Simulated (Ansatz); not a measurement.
# CH7AlGe: rigid torsion scan

The task is a rigid torsion scan, for CH7AlGe. SMILES: [AlH2][CH2][GeH3].

All numbers are computed with Ansatz 0.2.0, driven from Python. Level of theory: r2SCAN/def2-SVP.

**1. Starting point**

Bond lengths: Al1–C2 1.938 Å, C2–Ge3 1.925 Å, Al1–H4 1.558 Å, Al1–H5 1.653 Å, C2–H6 1.128 Å, C2–H7 1.116 Å, Ge3–H8 1.512 Å, Ge3–H9 1.583 Å, Ge3–H10 1.589 Å. Angles (14 of 15 angles, heavy atoms first): Al1–C2–Ge3 108.1°, Al1–C2–H6 110.6°, Al1–C2–H7 110.4°, Ge3–C2–H6 109.8°, Ge3–C2–H7 109.2°, C2–Al1–H4 118.0°, C2–Al1–H5 117.1°, C2–Ge3–H8 111.0°, C2–Ge3–H9 111.5°, C2–Ge3–H10 109.7°, H6–C2–H7 108.8°, H4–Al1–H5 112.1°, H8–Ge3–H9 110.9°, H8–Ge3–H10 106.9°.

The script holds or builds the structure itself.

**2. Script**

File run_torsion.py:

```python
import ansatz as az
from ase import Atoms


def main() -> None:
    atoms = Atoms(["Al", "C", "Ge", "H", "H", "H", "H", "H", "H", "H"], positions=[
        [-1.4977, 0.1898, -0.8295],
        [0.4263, 0.2085, -0.6013],
        [0.8225, -0.3904, 1.1845],
        [-2.1083, -0.8647, -1.7999],
        [-2.2564, 1.6539, -0.9453],
        [0.8332, 1.2494, -0.7537],
        [0.9114, -0.4778, -1.3353],
        [0.3312, -1.8035, 1.4038],
        [0.2249, 0.5916, 2.2729],
        [2.3961, -0.4079, 1.4068],
    ])

    first = (
        az.Crystal.molecule_from_ase(atoms).calculation()
        .basis(gaussian="def2-SVP")
        .functional("r2SCAN")
        .relax(force_tolerance=0.02, max_steps=80)
    )
    atoms.positions = first.run(threads=1, backend="cpu").report["positions_ang"]

    start = atoms.get_dihedral(2, 1, 0, 3)
    energies = {}
    for turn in range(0, 360, 30):
        turned = atoms.copy()
        turned.set_dihedral(2, 1, 0, 3, start + turn, indices=[0, 3, 4])
        base = az.Crystal.molecule_from_ase(turned).calculation()
        base = base.basis(gaussian="def2-SVP")
        base = base.functional("r2SCAN")
        energies[round((start + turn) % 360)] = base.run(threads=1, backend="cpu").report["free_energy_ev"]
    floor = min(energies.values())
    print("dihedral Ge2-C1-Al0-H3 (deg)   E - E(min) (kcal/mol)")
    for angle, e in sorted(energies.items()):
        print(f"{angle:8d} {23.060548 * (e - floor):14.3f}  " + "#" * int(30 * (e - floor) / max(max(energies.values()) - floor, 1e-9)))


if __name__ == "__main__":
    main()
```

**3. The input behind the calls**

The package turns the script's settings into the engine's input (first run):

```yaml
crystal:
  periodic: [false, false, false]
  atoms:
    - { symbol: Al, position_ang: [-1.4977, 0.1898, -0.8295] }
    - { symbol: C, position_ang: [0.4263, 0.2085, -0.6013] }
    - { symbol: Ge, position_ang: [0.8225, -0.3904, 1.1845] }
    - { symbol: H, position_ang: [-2.1083, -0.8647, -1.7999] }
    - { symbol: H, position_ang: [-2.2564, 1.6539, -0.9453] }
    - { symbol: H, position_ang: [0.8332, 1.2494, -0.7537] }
    - { symbol: H, position_ang: [0.9114, -0.4778, -1.3353] }
    - { symbol: H, position_ang: [0.3312, -1.8035, 1.4038] }
    - { symbol: H, position_ang: [0.2249, 0.5916, 2.2729] }
    - { symbol: H, position_ang: [2.3961, -0.4079, 1.4068] }
basis:
  gaussian:
    orbitals: def2-SVP
hamiltonian:
  xc: r2scan
relax:
  f_tol: 0.02
  max_steps: 80
```

**4. The run**

Launch:

```
> python run_torsion.py
```

What it wrote:

```text
dihedral Ge2-C1-Al0-H3 (deg)   E - E(min) (kcal/mol)
       1          1.406  #############################
      31          1.078  #######################
      61          0.398  ########
      91          0.049  #
     121          0.402  ########
     151          1.083  #######################
     181          1.406  ##############################
     211          1.068  ######################
     241          0.364  #######
     271          0.000
     301          0.368  #######
     331          1.073  ######################
```

It took 1.7 min on 1 thread of Arm Neoverse V2, shared host; peak memory 0.23 GiB.

**5. The relaxation of run 0, step by step**

Step by step:

| step | energy from step 1 (eV) | largest force component (eV/Å) |
| --- | --- | --- |
| 1 | 0.0000 | 1.6068 |
| 2 | -0.4155 | 0.5065 |
| 3 | -0.4571 | 0.2145 |
| 4 | -0.4568 | 0.4176 |
| 5 | -0.4624 | 0.0229 |
| 6 | -0.4638 | 0.0236 |
| 7 | -0.4648 | 0.0260 |
| 8 | -0.4650 | 0.0019 |

Step 1 is the start. Step 4 was tried and not accepted.

Before: Bond lengths: Al1–C2 1.938 Å, C2–Ge3 1.925 Å, Al1–H4 1.558 Å, Al1–H5 1.653 Å, C2–H6 1.128 Å, C2–H7 1.116 Å, Ge3–H8 1.512 Å, Ge3–H9 1.583 Å, Ge3–H10 1.589 Å. Angles (14 of 15 angles, heavy atoms first): Al1–C2–Ge3 108.1°, Al1–C2–H6 110.6°, Al1–C2–H7 110.4°, Ge3–C2–H6 109.8°, Ge3–C2–H7 109.2°, C2–Al1–H4 118.0°, C2–Al1–H5 117.1°, C2–Ge3–H8 111.0°, C2–Ge3–H9 111.5°, C2–Ge3–H10 109.7°, H6–C2–H7 108.8°, H4–Al1–H5 112.1°, H8–Ge3–H9 110.9°, H8–Ge3–H10 106.9°.

After: Bond lengths: Al1–C2 1.951 Å, C2–Ge3 1.963 Å, Al1–H4 1.591 Å, Al1–H5 1.591 Å, C2–H6 1.105 Å, C2–H7 1.105 Å, Ge3–H8 1.540 Å, Ge3–H9 1.540 Å, Ge3–H10 1.539 Å. Angles (14 of 15 angles, heavy atoms first): Al1–C2–Ge3 113.2°, Al1–C2–H6 111.4°, Al1–C2–H7 111.4°, Ge3–C2–H6 106.3°, Ge3–C2–H7 106.2°, C2–Al1–H4 120.0°, C2–Al1–H5 120.0°, C2–Ge3–H8 110.2°, C2–Ge3–H9 110.2°, C2–Ge3–H10 111.2°, H6–C2–H7 107.9°, H4–Al1–H5 120.0°, H8–Ge3–H9 108.1°, H8–Ge3–H10 108.5°.

Run 0 is this relaxation; the runs after it count from 1.

**6. The engine's runs**

From the records of these 12 runs:

| run | turn (°) | energy from run 1 (eV) | SCF cycles | CPU time (s) |
| --- | --- | --- | --- | --- |
| 1 | 0 | 0.0000 | 15 | 4.2 |
| 2 | 30 | 0.0160 | 16 | 4.5 |
| 3 | 60 | 0.0465 | 16 | 4.5 |
| 4 | 90 | 0.0610 | 16 | 4.5 |
| 5 | 120 | 0.0467 | 16 | 4.5 |
| 6 | 150 | 0.0173 | 16 | 4.5 |
| 7 | 180 | 0.0021 | 16 | 4.5 |
| 8 | 210 | 0.0174 | 16 | 4.5 |
| 9 | 240 | 0.0470 | 16 | 4.7 |
| 10 | 270 | 0.0610 | 16 | 4.5 |
| 11 | 300 | 0.0463 | 16 | 4.5 |
| 12 | 330 | 0.0158 | 16 | 4.6 |

**7. Summary of results**

| quantity | value |
| --- | --- |
| runs compared | 12 |
| range of energy | 0.061 eV |
| lowest point, turn (°) | 0 |

In words: The lowest point lies at a turn of 0°, the highest 0.061 eV (5.9 kJ/mol) above it at 270°. The grid can miss the true lowest and highest points, and the rest of the molecule is held rigid. Run 0: After 6 moves the largest shift is 0.261 Å, of atom 1 (Al). The scan is rigid and the energies are electronic, in a modest basis. With rigid groups the curve can differ much from the relaxed path, the start wasn't checked as a minimum of this torsion, and equivalent turns needn't return to the same energy.
